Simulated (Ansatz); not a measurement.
# GaH₅O: a rigid scan of the dihedral angle H3–O1–Ga2–H5

How does the energy rise as the dihedral angle H3–O1–Ga2–H5 leaves its equilibrium value, and do density functionals follow CCSD(T)? No other atom is relaxed.

Computed with Ansatz 0.2.0, Gaussian basis. Level: single points in def2-TZVPP.

Levels: PBE-D4, r2SCAN-D4, PBE0-D4, B3LYP-D4, wB97M-V, Hartree-Fock, MP2, CCSD, CCSD(T). The scan takes -125.6, -112.2, -98.9, -85.6, -72.2, -58.9, -45.6, -32.2, -18.9°.

Correlated methods freeze the cores. Filled d shells of the heavier atoms are correlated. B3LYP uses VWN-RPA correlation.

28 further runs of the same task are left out: 28 set aside as unsound or not needed.

## Step 1: Where the work starts

The minimum, relaxed at PBE0-D4: 7 atoms, charge 0, spin multiplicity 1.

Atoms are counted from 1 here; the program's logs count them from 0.

Bond lengths: O1–Ga2 2.197 Å, O1–H3 0.962 Å, O1–H4 0.962 Å, Ga2–H5 1.570 Å, Ga2–H6 1.580 Å, Ga2–H7 1.581 Å. Angles: Ga2–O1–H3 108.3°, Ga2–O1–H4 109.4°, H3–O1–H4 106.7°, O1–Ga2–H5 99.8°, O1–Ga2–H6 93.8°, O1–Ga2–H7 94.4°, H5–Ga2–H6 119.5°, H5–Ga2–H7 119.2°, H6–Ga2–H7 118.0°.

As a file:

```tsv
atom	x (Å)	y (Å)	z (Å)
O1	-0.24498	-1.21809	-0.17041
Ga2	0.15746	0.94132	-0.13584
H3	-0.95288	-1.40432	0.45456
H4	0.53158	-1.69373	0.14106
H5	0.08204	1.25062	-1.67326
H6	-1.08465	1.26571	0.78558
H7	1.57263	0.79048	0.55251
```

Energies of the minimum (eV), from earlier single points: PBE-D4 -54496.84805, r2SCAN-D4 -54505.90879, PBE0-D4 -54498.07393, B3LYP-D4 -54509.03133, wB97M-V -54503.30224, CCSD(T) -54466.02127.

At the minimum the dihedral angle H3–O1–Ga2–H5 is -128.7°.

## Step 2: H3–O1–Ga2–H5 = -125.6°

Input file ccsdt-tzvpp/in.yaml:

```yaml
crystal:
  periodic: [false, false, false]
  atoms:
    - {symbol: O, position_ang: [-0.244980, -1.218094, -0.170405]}
    - {symbol: Ga, position_ang: [0.157465, 0.941324, -0.135845]}
    - {symbol: H, position_ang: [-0.952880, -1.404318, 0.454557]}
    - {symbol: H, position_ang: [0.531579, -1.693731, 0.141059]}
    - {symbol: H, position_ang: [-0.000588, 1.265869, -1.663810]}
    - {symbol: H, position_ang: [-1.033576, 1.255099, 0.854142]}
    - {symbol: H, position_ang: [1.607638, 0.785215, 0.473995]}
basis:
  gaussian: {orbitals: def2-TZVPP}
correlation: {method: ccsd_t}
```

No record of the launch command was kept for these runs.

The runs that follow: H3–O1–Ga2–H5 = -112.2°; H3–O1–Ga2–H5 = -98.9°; H3–O1–Ga2–H5 = -85.6°; H3–O1–Ga2–H5 = -72.2°; H3–O1–Ga2–H5 = -58.9°; H3–O1–Ga2–H5 = -45.6°; H3–O1–Ga2–H5 = -32.2°; H3–O1–Ga2–H5 = -18.9°.

**Question.** What will these runs give? Wanted: highest point, CCSD(T); lowest point, CCSD(T); RMS deviation from CCSD(T); largest T1 diagnostic.

The runs gave:

```
                  quantity                                                                                                                      value
    highest point, CCSD(T)                                                                                                        0.020 eV at -18.9 °
     lowest point, CCSD(T)                                                                                                       0.000 eV at -125.6 °
RMS deviation from CCSD(T)  PBE-D4 0.001, r2SCAN-D4 0.001, PBE0-D4 0.000, B3LYP-D4 0.000, wB97M-V 0.000, Hartree-Fock 0.002, MP2 0.001, CCSD 0.000 eV
     largest T1 diagnostic                                                                                                                      0.012
```

Over the points sampled the torsion costs at most 0.020 eV, so the group turns almost freely at room temperature. A rigid scan overstates barriers, since nothing else may give way. Best along the scan: B3LYP-D4. Worst: Hartree-Fock.
